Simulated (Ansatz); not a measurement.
# ClH7N2Si2: a ladder of functionals and wavefunction methods

An exercise on one series of results from a longer session: the logs are not shown, and one member is left open.

The runs use Ansatz 0.2.0, Gaussian basis; functionals in def2-TZVPP, the program's frozen cores in correlated methods.

Plan: LDA (SPW92), PBE-D4, revPBE-D4, BLYP-D4, r2SCAN-D4, B97M-V, PBE0-D4, B3LYP-D4, r2SCANh-D4, r2SCAN0-D4, HSE06-D4, BHLYP-D4, CAM-B3LYP-D4, LC-ωPBE, ωB97X-V, ωB97M-V, B2PLYP, PBE-QIDH; CCSD(T)/def2-SVP; CCSD(T)/def2-TZVPP; MP2/def2-QZVPP; extrapolation to the limit; RPA on PBE.

## The geometry

An earlier PBE0-D4 in a triple-zeta def2 set relaxation fixed the geometry.

12 atoms, charge 0, spin multiplicity 1.

Atoms are counted from 1 here; the program's logs count them from 0.

Bond lengths: N1–Si2 1.727 Å, N1–H6 1.009 Å, N1–H7 1.008 Å, Si2–Si3 2.336 Å, Si2–H8 1.488 Å, Si2–H9 1.495 Å, Si3–N4 1.704 Å, Si3–Cl5 2.098 Å, Si3–H10 1.482 Å, N4–H11 1.008 Å, N4–H12 1.008 Å. Angles: Si2–N1–H6 117.8°, Si2–N1–H7 119.6°, H6–N1–H7 110.5°, N1–Si2–Si3 104.0°, N1–Si2–H8 107.6°, N1–Si2–H9 116.4°, Si3–Si2–H8 112.2°, Si3–Si2–H9 109.4°, H8–Si2–H9 107.2°, Si2–Si3–N4 109.2°, Si2–Si3–Cl5 103.6°, Si2–Si3–H10 117.8°, N4–Si3–Cl5 114.0°, N4–Si3–H10 108.0°, Cl5–Si3–H10 104.5°, Si3–N4–H11 119.3°, Si3–N4–H12 121.2°, H11–N4–H12 111.5°.

The first run:

Input file in.yaml:

```yaml
crystal:
  periodic: [false, false, false]
  atoms:
    - {symbol: N, position_ang: [-0.599155, 1.129218, 1.492133]}
    - {symbol: Si, position_ang: [-0.942938, 0.959388, -0.191760]}
    - {symbol: Si, position_ang: [0.705499, -0.506516, -0.961046]}
    - {symbol: N, position_ang: [0.488230, -2.029672, -0.227651]}
    - {symbol: Cl, position_ang: [2.497937, 0.446039, -0.431695]}
    - {symbol: H, position_ang: [0.337768, 1.394864, 1.756502]}
    - {symbol: H, position_ang: [-1.275481, 1.568122, 2.097340]}
    - {symbol: H, position_ang: [-2.309907, 0.385110, -0.315807]}
    - {symbol: H, position_ang: [-0.913993, 2.213036, -1.006440]}
    - {symbol: H, position_ang: [0.814924, -0.715554, -2.424559]}
    - {symbol: H, position_ang: [0.226914, -2.075726, 0.744797]}
    - {symbol: H, position_ang: [1.047103, -2.823409, -0.497813]}
basis:
  gaussian: {orbitals: def2-TZVPP}
hamiltonian: {xc: lda}
output: {orbitals: {seedname: orbitals}}
```

The run is started by

```sh
$ ansatz run in.yaml --threads 4 --pin off --events-out ev --progress --plain --max-ram 10444MiB
```

Among the steps run: LDA; PBE-D4 (GGA); revPBE-D4 (GGA); BLYP-D4 (GGA); r2SCAN-D4 (meta-GGA); B97M-V (meta-GGA); PBE0-D4 (hybrid); B3LYP-D4 (hybrid); r2SCANh-D4 (hybrid); r2SCAN0-D4 (hybrid); HSE06-D4 (hybrid); BHLYP-D4 (hybrid); CAM-B3LYP-D4 (range-separated); LC-ωPBE (range-separated); ωB97X-V (range-separated); ωB97M-V (range-separated); B2PLYP (double hybrid); PBE-QIDH (double hybrid).

One of the session's tables, all rows but one given; the rest of the session is left out.

It belongs to the step «Orbital energies across the functionals». 

| functional | HOMO (eV) | gap (eV) |
| --- | --- | --- |
| LDA (SPW92) | -6.09 | 4.73 |
| PBE-D4 | -5.99 | 4.84 |
| revPBE-D4 | -5.94 | 4.89 |
| BLYP-D4 | -5.88 | 4.86 |
| r2SCAN-D4 | -6.28 | 5.46 |
| B97M-V | -6.41 | 5.36 |
| PBE0-D4 | -7.31 | 6.99 |
| B3LYP-D4 | -7.10 | 6.58 |
| r2SCANh-D4 | -6.78 | 6.24 |
| r2SCAN0-D4 | -7.51 | 7.38 |
| HSE06-D4 | -6.91 | 6.22 |
| BHLYP-D4 | -8.53 | 9.05 |
| CAM-B3LYP-D4 | -8.67 | 9.33 |
| LC-ωPBE | -10.00 | 11.83 |
| ωB97X-V | ? | ? |
| ωB97M-V | -9.49 | 10.83 |

Estimate the missing values for ωB97X-V.

The run gave: HOMO (eV): -9.67; gap (eV): 11.33. In the column «HOMO (eV)» it lies between LC-ωPBE (-10.00) and ωB97M-V (-9.49).
